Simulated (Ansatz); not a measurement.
# CrO₂, space group Pnnm: a relaxation of the ions

Computed with Ansatz 0.2.0 through its Python package.

`relax.py`:
```python
"""Relax the ions of CrO2 at fixed cell."""

from pathlib import Path

import ansatz as az
from ase import Atoms
from ase.data import atomic_numbers
from ase.neighborlist import neighbor_list
import numpy as np
import spglib

XC = "PBEsol"
ECUT = 550
K_DENSITY = 2.4
SMEARING = "fermi_dirac"
FORCE_TOL = 0.005


def main() -> None:
    vectors = np.array([
        [4.448051, 0.0, 0.0],
        [0.0, 4.529235, 0.0],
        [0.0, 0.0, 2.985964],
    ])
    structure = (
        az.Lattice.of(vectors)
        .atom("Cr", [0.5, 0.5, 0.5], moment=2.1)
        .atom("Cr", [0.0, 0.0, 0.0], moment=-2.1)
        .atom("O", [0.792969, 0.189817, 0.5])
        .atom("O", [0.207031, 0.810183, 0.5])
        .atom("O", [0.707031, 0.689817, 0.0])
        .atom("O", [0.292969, 0.310183, 0.0])
    )
    # push one atom off its site

    job = structure.move(5, to=[0.30421, 0.299144, 0.016745]).calculation()
    job = job.functional(XC).basis(ECUT)
    job = job.kpoints(density=K_DENSITY)
    job = job.occupations(SMEARING).spin("collinear")
    job = job.relax(force_tolerance=FORCE_TOL)
    job = job.density().potential()
    job = job.electron_localization_function()
    job = job.output_files(volumetric_format="npy")
    steps = []


    def collect(event):
        if event["event"] == "relax_step":
            steps.append(event["data"])


    res = job.session().plan().execute(on_event=collect)
    summary = res.report
    print("step   energy (eV)     max comp. (eV/A)  SCF")
    for s in steps:
        print(f"{s['step']:4d} {s['lagrangian_ev']:15.5f} {s['allowed_force_max_ev_ang']:12.4f} {s['n_scf']:5d}")

    first, last = steps[0], steps[-1]
    symbols = [site.symbol for site in res.lattice.sites]
    print(f"energy gained {first['lagrangian_ev'] - last['lagrangian_ev']:.4f} eV in {len(steps) - 1} steps")

    fractions = [site.position_frac for site in res.lattice.sites]
    numbers = [atomic_numbers[s] for s in symbols]
    for tolerance in (1e-3, 1e-2, 1e-1):
        print(f"space group at {tolerance} A:", spglib.get_spacegroup((res.lattice.cell_ang, fractions, numbers), symprec=tolerance))

    final = Atoms(symbols, positions=last["positions_ang"], cell=res.lattice.cell_ang, pbc=True)
    i, j, d = neighbor_list("ijd", final, 4.5)
    print("neighbours within 1.2 times the shortest distance of each atom (A)")
    for atom in range(len(final)):
        near = [m for m in np.argsort(d) if i[m] == atom]
        shell = [m for m in near if d[m] < 1.2 * d[near[0]]]
        print(f"{symbols[atom]}{atom} ({len(shell)}):", ", ".join(f"{symbols[j[m]]} {d[m]:.3f}" for m in shell))

    for key in ("converged", "n_iterations", "n_electrons", "n_kpoints", "n_pw", "n_symmetry_ops", "free_energy_ev", "fermi_energy_ev"):
        print(f"{key:18s} {summary[key]}")

    folder = Path(res.write_results("fields"))
    print("densities in e/A^3, potentials in eV, ELF without unit")
    for name in sorted(p.name for p in folder.glob("*.npy")):
        field = np.load(folder / name)
        print(f"{name:16s} {str(field.shape):16s} min {field.min():10.4f}  mean {field.mean():10.4f}  max {field.max():10.4f}")


if __name__ == "__main__":
    main()
```

```console
$ python relax.py
RunWarning: an SCF from ferromagnetic starting moments (-2.10, -2.10, 0.00, 0.00, 0.00, 0.00 Bohr magnetons, atom by atom) was not made, by what the run has read of turns of its moments that order [...]
step   energy (eV)     max comp. (eV/A)  SCF
   1     -8942.77912       0.6476    13
   2     -8942.81693       0.3288     5
   3     -8942.84318       0.1125     7
   4     -8942.84589       0.0061     7
   5     -8942.84589       0.0061     6
   6     -8942.84589       0.0001     6
energy gained 0.0668 eV in 5 steps
space group at 0.001 A: Pnnm (58)
space group at 0.01 A: Pnnm (58)
space group at 0.1 A: P4_2/mnm (136)
neighbours within 1.2 times the shortest distance of each atom (A)
Cr0 (6): O 1.928, O 1.928, O 1.928, O 1.928, O 1.955, O 1.955
Cr1 (6): O 1.928, O 1.928, O 1.928, O 1.928, O 1.955, O 1.955
O2 (3): Cr 1.928, Cr 1.928, Cr 1.955
O3 (3): Cr 1.928, Cr 1.928, Cr 1.955
O4 (3): Cr 1.928, Cr 1.928, Cr 1.955
O5 (3): Cr 1.928, Cr 1.928, Cr 1.955
converged          True
n_iterations       6
n_electrons        52.0
n_kpoints          52
n_pw               1767
n_symmetry_ops     1
free_energy_ev     -8942.845894109665
fermi_energy_ev    9.631541792119215
densities in e/A^3, potentials in eV, ELF without unit
elf.npy          (36, 36, 24)     min     0.0115  mean     0.3191  max     0.9458
elf_dn.npy       (36, 36, 24)     min     0.0112  mean     0.3195  max     0.9465
elf_up.npy       (36, 36, 24)     min     0.0112  mean     0.3195  max     0.9465
rho.npy          (36, 36, 24)     min     0.0336  mean     0.8644  max    22.5323
rho_spin.npy     (36, 36, 24)     min    -3.1840  mean    -0.0000  max     3.1836
v_es.npy         (36, 36, 24)     min   -50.0012  mean     4.8975  max    15.6581
v_tot_dn.npy     (36, 36, 24)     min   -75.4798  mean    -6.7247  max    10.5562
v_tot_up.npy     (36, 36, 24)     min   -75.4753  mean    -6.7247  max    10.5713
```
(Warnings from the package without file and line, shortened.)

Absolute energies stand on the zero of these potentials, so only differences at equal settings mean something. A total without «per atom» is that of the cell as typed. Other magnetic orders than the one started from may lie lower. For a metal this k-point mesh is coarse: on a finer one energies can move by several to tens of meV an atom and pressures by half a GPa or more, differences at one mesh by less. Only differences from the Fermi energy are physical; the zero of the scale is a convention. Energies along a relaxation are free energies. A last row that repeats the one before re-solves the same geometry more tightly. Without a Hubbard U or exact exchange, semilocal functionals often make such 3d compounds metallic or too weakly gapped. The fields are valence quantities on the plane-wave grid; their values near the nuclei depend on the potentials. This cell is a computed structure, which may not be the phase found in nature. The whole script took 3.1 min on 1 thread of Arm Neoverse V1 (shared host), peak memory 0.68 GiB.

(Lines on the test bed's own set-up are left out of the output.)
